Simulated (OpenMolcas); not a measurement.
# W⁴⁺ among point charges: CASSCF and CASPT2 levels and susceptibility

How does a field of 3 point charges split the states of W⁴⁺, and what χT follows?

Program: OpenMolcas 26.06. Level of theory: state-averaged CASSCF and CASPT2, spin-orbit coupling by RASSI with atomic mean-field integrals. These are calculated values, not measurements, unless marked.

**1. What is computed**

| Item | Value |
| --- | --- |
| Species | W⁴⁺ (tungsten, Z = 74, 70 electrons) |
| Basis | ANO-RCC-VDZP [7s6p4d2f1g], 68 functions |
| Scalar Hamiltonian | DKH2, point nucleus |
| Inactive shells | 1s 2s 2p 3s 3p 3d 4s 4p 4d 4f 5s 5p |
| Active space | 2 electrons in 5 orbitals (5d) |
| Some configurations of this space | 5d2 |
| Orbitals | optimised for each spin and parity, averaged over all roots |

Outer shells as boxes (Hund's rule):

5d2
```
5d [↑ ][↑ ][  ][  ][  ]
```

The ion sits among 3 point charges of -1 e arranged as a planar triangle (D3h), 2.11 Å from the ion.

The work runs as a chain of OpenMolcas steps in one folder; each step below is one input file. Labels, J, g values, rates, χT and fits are worked out afterwards by a script from the matrices that RASSI stores.

**2. Basis and integrals**

a.inp

```
&GATEWAY
Coord
1

W 0.0 0.0 0.0
Basis=ANO-RCC-VDZP
Group=NoSym
NoMove
AngMom=0.0 0.0 0.0
AMFI
XField
3 Angstrom 0
2.110000 0.000000 0.000000 -1.000000
-1.055000 1.827314 0.000000 -1.000000
-1.055000 -1.827314 0.000000 -1.000000
&SEWARD
```

Started as:

```sh
$ OMP_NUM_THREADS=1 MOLCAS_MEM=1689 MOLCAS_PROJECT=a pymolcas a.inp > a.log
```

**3. Reference wave functions, triplets, 10 roots**

a.inp

```
&RASSCF
FileOrb=start.orb
Symmetry=1
Spin=3
nActEl=2 0 0
Inactive=34
Ras2=5
CIRoot=10 10 1
SDav=10
CIMx=300
Iter=120 100
PrWF=0.3
OrbListing=Nothing
MaxOrb=0
>>> COPY $Project.JobIph JOB001
```

start.orb holds the contracted functions of the basis, ordered by shell, or the orbitals of the step before.

**4. CASSCF: singlets, 15 roots**

a.inp

```
&RASSCF
FileOrb=start.orb
Symmetry=1
Spin=1
nActEl=2 0 0
Inactive=34
Ras2=5
CIRoot=15 15 1
SDav=15
CIMx=300
Iter=120 100
PrWF=0.3
OrbListing=Nothing
MaxOrb=0
>>> COPY $Project.JobIph JOB002
```

**5. RASSI: spin-orbit coupling between the states**

a.inp

```
&RASSI
NrOfJobIphs=2 10 15
1 2 3 4 5 6 7 8 9 10
1 2 3 4 5 6 7 8 9 10 11 12 13 14 15
IphNames
JOB001
JOB002
EJob
SpinOrbit
DIPRint=1.0
SOCoupling=1000.0
Subsets=2
Property=9
'ANGMOM' 1 'ANGMOM' 2 'ANGMOM' 3 'MLTPL  1' 1 'MLTPL  1' 2 'MLTPL  1' 3
'AMFI' 1 'AMFI' 2 'AMFI' 3
SOProperty=3
'ANGMOM' 1 'ANGMOM' 2 'ANGMOM' 3
```

**6. CASPT2: IPEA 0.25, imaginary shift 0.1 (closed shells correlated: 4f 5s 5p)**

a.inp

```
>>> COPY JOB001 $Project.JobIph
&CASPT2
Multistate=10 1 2 3 4 5 6 7 8 9 10
NoMult
Frozen=23
IPEA=0.25
Imaginary=0.1
MaxIter=60
WThr=0.0 0.3 0.05
PrWF=0.5
NoMix
>>> COPY JOB002 $Project.JobIph
&CASPT2
Multistate=15 1 2 3 4 5 6 7 8 9 10 11 12 13 14 15
NoMult
Frozen=23
IPEA=0.25
Imaginary=0.1
MaxIter=60
WThr=0.0 0.3 0.05
PrWF=0.5
NoMix
```

(Steps that only read results are left out.)

Q: Predict the outcome of this session. Wanted: spin-free ground state; first state of the same spin within the active space; lowest level; next level.

As calculated:

| quantity | value |
| --- | --- |
| method | SS-CASPT2, IPEA 0.25, imaginary shift 0.1 (closed shells correlated: 4f 5s 5p) |
| spin-free ground state | 3A2, 1-fold in its orbital part |
| first state of the same spin within the active space | 3E at 534 cm⁻¹ |
| lowest level | 1-fold A1 |
| next level | 1609.2 cm⁻¹ |
| χT at 300 K | 0.07 cm³ K/mol |
| effective moment at 300 K | 0.73 μB |

Cost by method:

```tsv
method	time of its own steps	time with the reference
A. CASSCF	8.1 s	8.1 s
B. SS-CASPT2, IPEA 0.25, imaginary shift 0.1, +4f 5s 5p	9.2 s	17 s
```

Times are of one thread on a shared host.

**Reading.** The spin-free ground state (3A2) comes to 93 % from free-ion F terms and keeps the highest spin of the shell. χT at 300 K is 0.07, against 1.00 cm³ K/mol for the spin alone, so spin-orbit coupling lowers it. CASPT2 does not keep the components of a term degenerate, and the means are used. The field of point charges can differ much from that of real complexes. This is an electrostatic model: the charges have no orbitals.
